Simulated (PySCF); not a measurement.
# RuN2⁺ under other conditions

How does RuN2⁺ answer to another spin, charge, distance or environment?

Method: each script names its method and basis; program: PySCF 2.14.0.

6 further runs of the same task are left out: 2 for a known fault of the program, 4 that didn't finish.

### Step 1. The system as given

RuN2⁺: 3 atoms, charge 1, spin multiplicity 2.

Bond lengths: Ru1–N2 1.626 Å, Ru1–N3 1.626 Å. Angles: N2–Ru1–N3 106.6°.

Geometry (Å):

```xyz
3
charge 1, multiplicity 2
Ru   -0.1542   -0.1414    0.0106
N     0.6095    0.5589    1.2643
N     0.5124    0.4699   -1.3412
```

### Step 2. The run that the others are compared with

input.py reads:

```python
from pyscf import gto, scf, mp

mol = gto.M(
    atom='Ru -0.1542 -0.1414 0.0106; N 0.6095 0.5589 1.2643; N 0.5124 0.4699 -1.3412',
    basis='sbkjc',
    ecp={'Ru': 'sbkjc', 'N': 'sbkjc'},
    charge=1,
    spin=1,
    verbose=4,
)
mf = scf.UHF(mol)
mf = mf.newton()
mf.kernel()
mp.MP2(mf).kernel()
mf.dip_moment()
print('orbital energies (hartree):', [e[max(0, n-3):n+3].round(4) for e, n in zip(mf.mo_energy, mol.nelec)])
```

Started as:

```sh
$ OMP_NUM_THREADS=1 python input.py
```

Its log is not repeated here.

Base result: E(SCF) = -111.975372 Eh, E(MP2) − E(SCF) = -0.35164 Eh, ⟨S²⟩ = 3.067.

⟨S²⟩ = 3.07 against 0.75 for a pure state: the determinant is spin-contaminated. The dipole of an ion depends on the origin. No search for the lowest state was made; open d or f shells can end in a higher solution.

### Step 3. Charge +0 (singlet)

Run 1 changes charge: 1 → 0; spin (2S): 1 → 0.

input.py reads:

```python
from pyscf import gto, scf, mp

mol = gto.M(
    atom='Ru -0.1542 -0.1414 0.0106; N 0.6095 0.5589 1.2643; N 0.5124 0.4699 -1.3412',
    basis='sbkjc',
    ecp={'Ru': 'sbkjc', 'N': 'sbkjc'},
    charge=0,
    spin=0,
    verbose=4,
)
mf = scf.UHF(mol)
mf = mf.newton()
mf.kernel()
mp.MP2(mf).kernel()
mf.dip_moment()
print('orbital energies (hartree):', [e[max(0, n-3):n+3].round(4) for e, n in zip(mf.mo_energy, mol.nelec)])
```

Started as:

```sh
$ OMP_NUM_THREADS=1 python input.py
```

### Step 4. Electric field -0.01 a.u.

Run 2 changes electric field: none → -0.01 a.u.

input.py, as its differences from that of step 2:

```diff
@@ -11,2 +11,7 @@
 mf = scf.UHF(mol)
+field = -0.01  # electric field along z, atomic units
+h = mf.get_hcore() + field*mol.intor('int1e_r')[2]
+mf.get_hcore = lambda *args: h
+e_nuc = mol.energy_nuc() - field*mol.atom_charges() @ mol.atom_coords()[:, 2]
+mf.energy_nuc = lambda *args: e_nuc
 mf = mf.newton()
```

### Step 5. Coordinates × 0.3

Run 3 changes geometry: coordinates × 1 → coordinates × 0.3.

input.py, as its differences from that of step 2:

```diff
@@ -3,3 +3,3 @@
 mol = gto.M(
-    atom='Ru -0.1542 -0.1414 0.0106; N 0.6095 0.5589 1.2643; N 0.5124 0.4699 -1.3412',
+    atom='Ru -0.0463 -0.0424 0.0032; N 0.1829 0.1677 0.3793; N 0.1537 0.141 -0.4024',
     basis='sbkjc',
```

What does the calculation give? Wanted: for each run, E(SCF); from base; gap, α spin; SCF dipole; after the SCF.

As calculated:

| run | E(SCF) (hartree) | from base (eV) | cycles | gap, α spin (eV) | SCF dipole (D) | after the SCF |
| --- | --- | --- | --- | --- | --- | --- |
| base | -111.975372 | 0 | 18 macro | 12.11 | n/a | MP2 correlation -9.569 eV |
| charge +0 (singlet) | -112.078400 | -2.8035 | 7 macro | 7.99 | 3.55 | MP2 correlation -14.196 eV |
| electric field -0.01 a.u. | -111.965948 | not comparable | 16 macro | 11.71 | n/a | MP2 correlation -9.737 eV |
| coordinates × 0.3 (poor choice) | -57.161894 | +1491.5507 | 6 macro | 8.90 | n/a | MP2 correlation -5.672 eV |

In words: At the SCF level, adding an electron (to the singlet) releases 2.80 eV at fixed geometry. With coordinates × 0.3 the frontier gap moves by over 1.5 eV, which can mean another electronic state rather than the bond length alone. Rows marked «poor choice» come from settings spoiled on purpose.
